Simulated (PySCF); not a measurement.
# C18H13BO: the cost of one run

Computed with PySCF 2.14.0 and routines of our own; the level stands in each step. Atoms count from 0.

### Step 1. The system as given

33 atoms, charge 0, multiplicity 1; geometry from: GFN2-xTB.

### Step 2. Electronic excitations: TDA PBE0/6-31G* in methanol

What the job is given:

```
{"job": {"kind": "uv", "basis": "6-31G*", "grid": 1, "kgrid": 0, "vcut": 1.5, "nstates": 8, "ntriplets": 0, "tda": true, "delta": [], "pop": false, "xc": "PBE0", "solvent": "methanol", "pol": false}, "charge": 0, "multiplicity": 1}
B      4.719580    -0.412163    -1.085472
C      4.786398     0.501445     0.164597
C      3.753367     1.018584     0.855847
C      2.337454     0.787744     0.688005
C      1.466487     1.626546     1.323800
C      0.064972     1.524586     1.149504
C     -0.500269     0.425660     0.577035
C      0.378745    -0.675374     0.238064
C      1.772461    -0.314115    -0.090303
C      2.360493    -1.022953    -1.079666
O      3.615246    -1.006597    -1.566690
C      0.047949    -1.990719     0.335886
C     -1.191855    -2.561249     0.748202
C     -2.408664    -1.985865     0.815464
C     -2.802074    -0.666425     0.379131
C     -4.158855    -0.480315     0.086034
C     -4.646256     0.718671    -0.388325
C     -3.774165     1.777518    -0.582646
C     -2.437543     1.623200    -0.272916
C     -1.927208     0.424710     0.230376
H      5.683616    -0.638002    -1.719687
H      5.771420     0.822598     0.483963
H      3.967487     1.719956     1.658815
H      1.849906     2.446513     1.914203
H     -0.555903     2.332747     1.506476
H      1.754947    -1.746610    -1.618913
H      0.846634    -2.705916     0.185103
H     -1.127855    -3.604947     1.032926
H     -3.231380    -2.608655     1.144881
H     -4.834808    -1.312623     0.223048
H     -5.696919     0.830170    -0.610293
H     -4.133604     2.721257    -0.965485
H     -1.759964     2.449717    -0.430239
```

Level: TDA PBE0/6-31G*, vertical, IEF-PCM methanol (non-equilibrium linear response), core orbitals frozen in the response, virtual orbitals cut by energy.

Run with:

```bash
$ OMP_NUM_THREADS=1 python large_run.py task.json out
```

The driver reads the jobs from task.json and runs them one after another.

**Question.** How long does this job take on 1 thread of AMD EPYC 9R45, shared host, and how much memory does it need?

About 20 s, with a peak of 0.77 GiB.
